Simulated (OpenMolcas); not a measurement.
# Cu³⁺ among point charges: CASSCF and CASPT2 levels and susceptibility

How does a field of 6 point charges split the states of Cu³⁺, and what χT follows?

Method: state-averaged CASSCF and CASPT2, spin-orbit coupling by RASSI with atomic mean-field integrals. Code: OpenMolcas 26.06.

## Step 1: The system

- Species: Cu³⁺ (copper, Z = 29, 26 electrons)
- Basis: ANO-RCC-VDZP [5s4p2d1f], 34 functions
- Scalar Hamiltonian: DKH2, point nucleus
- Inactive shells: 1s 2s 2p 3s 3p
- Active space: 8 electrons in 5 orbitals (3d)
- Some configurations of this space: 3d8
- Orbitals: optimised for each spin and parity, averaged over all roots

The outer shells:

3d8
```
3d [↑↓][↑↓][↑↓][↑ ][↑ ]
```

The ion sits among 6 point charges of -1.5 e arranged as a tetragonal octahedron (D4h), 1.97 Å from the ion, with the axial distance 1.832 Å.

Each step is its own input file, run in one work folder so that later steps find the files of earlier ones. Labels, J, g values, rates, χT and fits are worked out afterwards by a script from the matrices that RASSI stores. The input lists half of the charges; inversion (Group=XYZ) makes the rest.

## Step 2: One- and two-electron integrals

a.inp reads:

```
&GATEWAY
Coord
1

Cu 0.0 0.0 0.0
Basis=ANO-RCC-VDZP
Group=XYZ
NoMove
AngMom=0.0 0.0 0.0
AMFI
XField
3 Angstrom 0
1.970000 0.000000 0.000000 -1.500000
0.000000 1.970000 0.000000 -1.500000
0.000000 0.000000 1.832100 -1.500000
&SEWARD
```

Started as:

```sh
> OMP_NUM_THREADS=1 MOLCAS_MEM=1689 MOLCAS_PROJECT=a pymolcas a.inp > a.log
```

## Step 3: Reference wave functions, triplets of even parity, 10 roots

a.inp reads:

```
&RASSCF
FileOrb=start.orb
Symmetry=1
Spin=3
nActEl=8 0 0
Inactive=3 6
Ras2=5 0
CIRoot=10 10 1
SDav=10
CIMx=300
Iter=120 100
PrWF=0.3
OrbListing=Nothing
MaxOrb=0
>>> COPY $Project.JobIph JOB001
```

start.orb holds the contracted functions of the basis, ordered by shell, or the orbitals of the step before.

## Step 4: Reference wave functions, singlets of even parity, 15 roots

a.inp reads:

```
&RASSCF
FileOrb=start.orb
Symmetry=1
Spin=1
nActEl=8 0 0
Inactive=3 6
Ras2=5 0
CIRoot=15 15 1
SDav=15
CIMx=300
Iter=120 100
PrWF=0.3
OrbListing=Nothing
MaxOrb=0
>>> COPY $Project.JobIph JOB002
```

## Step 5: RASSI: spin-orbit coupling between the states

a.inp reads:

```
&RASSI
NrOfJobIphs=2 10 15
1 2 3 4 5 6 7 8 9 10
1 2 3 4 5 6 7 8 9 10 11 12 13 14 15
IphNames
JOB001
JOB002
EJob
SpinOrbit
DIPRint=1.0
SOCoupling=1000.0
Subsets=2
Property=9
'ANGMOM' 1 'ANGMOM' 2 'ANGMOM' 3 'MLTPL  1' 1 'MLTPL  1' 2 'MLTPL  1' 3
'AMFI' 1 'AMFI' 2 'AMFI' 3
SOProperty=3
'ANGMOM' 1 'ANGMOM' 2 'ANGMOM' 3
```

## Step 6: CASPT2: IPEA 0.25, imaginary shift 0.1 (closed shells correlated: 3s 3p)

a.inp reads:

```
>>> COPY JOB001 $Project.JobIph
&CASPT2
Multistate=10 1 2 3 4 5 6 7 8 9 10
NoMult
Frozen=2 3
IPEA=0.25
Imaginary=0.1
MaxIter=60
WThr=0.0 0.3 0.05
PrWF=0.5
NoMix
>>> COPY JOB002 $Project.JobIph
&CASPT2
Multistate=15 1 2 3 4 5 6 7 8 9 10 11 12 13 14 15
NoMult
Frozen=2 3
IPEA=0.25
Imaginary=0.1
MaxIter=60
WThr=0.0 0.3 0.05
PrWF=0.5
NoMix
```

(Steps that only read results are left out.)

**Question.** What will these runs give? Wanted: spin-free ground state; first state of the same spin within the active space; lowest level; next level.

The runs gave:

| quantity | value |
| --- | --- |
| method | SS-CASPT2, IPEA 0.25, imaginary shift 0.1 (closed shells correlated: 3s 3p) |
| spin-free ground state | 3B1, 1-fold in its orbital part |
| first state of the same spin within the active space | 3E at 2120 cm⁻¹ |
| lowest level | 1-fold B2 |
| next level | 77.6 cm⁻¹ |
| χT at 300 K | 2.44 cm³ K/mol |
| effective moment at 300 K | 4.42 μB |

Cost by method:

```csv
method,time of its own steps,time with the reference
A. CASSCF,8.3 s,8.3 s
"B. SS-CASPT2, IPEA 0.25, imaginary shift 0.1, +3s 3p",2.7 s,11 s
```

Times are of one thread on a shared host.

The spin-free ground state (3B1) comes to 100 % from free-ion F terms and keeps the highest spin of the shell. χT at 300 K is 2.44, against 1.00 cm³ K/mol for the spin alone, so orbital moment adds to it. The field of point charges can differ much from that of real complexes. This is an electrostatic model: the charges have no orbitals.
